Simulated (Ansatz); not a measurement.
# GaN: properties at the relaxed cell

One table from this session's results is given with a row withheld; the runs are named, their logs left out.

The COD entry's cell or inner coordinates are ideal or old and differ from later refinements, so a difference from it is no clean test against experiment.

Computed with Ansatz 0.2.0 (DFT r2SCAN, scalar-relativistic, plane waves, PAW, unless a step's input says otherwise).

1 further run of the same task is left out (set aside as unsound or not needed).

**The starting structure**

Symmetry: P6_3mc, No. 186, hexagonal system. Conventional cell: a = 3.183 Å, b = 3.183 Å, c = 5.184 Å, α = 90.00°, β = 90.00°, γ = 120.00°. Ga (site symmetry 3m) has 4 N at 1.95 Å as nearest neighbours. Around N (site symmetry 3m) lie 4 Ga at 1.95 Å.

Coordinates:

```cif
data_structure
_symmetry_space_group_name_H-M 'P6_3mc'
_symmetry_Int_Tables_number 186
_cell_length_a 3.1831
_cell_length_b 3.1831
_cell_length_c 5.1836
_cell_angle_alpha 90.000
_cell_angle_beta 90.000
_cell_angle_gamma 120.000
_cell_volume 45.48
loop_
_atom_site_label
_atom_site_type_symbol
_atom_site_symmetry_multiplicity
_atom_site_Wyckoff_symbol
_atom_site_fract_x
_atom_site_fract_y
_atom_site_fract_z
_atom_site_occupancy
Ga1 Ga 2 b 0.33333 0.66667 0.99911 1
N1 N 2 b 0.33333 0.66667 0.37589 1
```

It is the result of an earlier relaxation at this level (volume 11.37 Å³/atom; gap on the mesh: 2.35 eV).

The first run:

Contents of input.yaml:

```yaml
crystal:
  lattice:
    - [3.1509437188, 0.0, 0.0]
    - [-1.5754718594, 2.7287973064, 0.0]
    - [0.0, 0.0, 5.1312330921]
  atoms:
    - { symbol: Ga, position: [0.3333333333, 0.6666666667, -0.0008898958] }
    - { symbol: Ga, position: [0.6666666667, 0.3333333333, 0.4991101042] }
    - { symbol: "N", position: [0.3333333333, 0.6666666667, 0.3758898958] }
    - { symbol: "N", position: [0.6666666667, 0.3333333333, 0.8758898958] }
basis:
  ecutwfc: 500
kpoints:
  mp_grid: { grid: [12, 12, 6] }
hamiltonian:
  xc: r2scan
scf:
  occupations: { method: gaussian, width: 0.02 }
output:
  forces: true
  stress: true
  eigenvalues: true
relax:
  adjacent_minimum: "off"
  f_tol: 0.01
  max_steps: 30
  cell: { stress_tol: 0.1, fix: [volume] }
```

Started as:

```console
$ ansatz run input.yaml --threads 1 --pin off --max-ram 2560MiB --backend cpu --events-out ev --progress --plain --runs-dir out
```

Among the steps run: Point at V/V0 = 0.97; The cell scaled to 1.03 of its volume; The cell scaled to 0.94 of its volume; Point at V/V0 = 1.06; Point at V/V0 = 0.91; Point at V/V0 = 1.10; The cell scaled to 0.88 of its volume.

One of the session's tables, all rows but one given; the rest of the session is left out.

It belongs to the step «Fit of the equation of state». 

| volume (Å³/atom) | energy above the lowest point (meV/atom) | pressure (GPa) | gap on the mesh (eV) |
| --- | --- | --- | --- |
| 10.007 | 125.9 | 33.08 | 3.24 |
| 10.348 | 66.8 | 22.73 | 3.01 |
| 10.689 | 28.1 | 13.92 | 2.78 |
| 11.030 | 6.6 | 6.41 | 2.56 |
| 11.371 | 0.0 | 0.00 | 2.35 |
| 11.712 | 6.0 | -5.46 | 2.14 |
| 12.053 | ? | ? | ? |
| 12.508 | 58.9 | -15.24 | 1.69 |

**Question.** Estimate the row for volume (Å³/atom) = 12.053.

Worked estimate for «energy above the lowest point (meV/atom)». A straight line through the neighbours (11.712, 6.0) and (12.508, 58.9) gives 6.0 + (58.9 − 6.0) × (12.053 − 11.712) / (12.508 − 11.712) = 28.7; a parabola fitted to 3 rows on both sides gives 22.0.

The run gave: energy above the lowest point (meV/atom): 22.7; pressure (GPa): -10.10; gap on the mesh (eV): 1.94. In «energy above the lowest point (meV/atom)» the line misses by +6.0 and the parabola by -0.7.
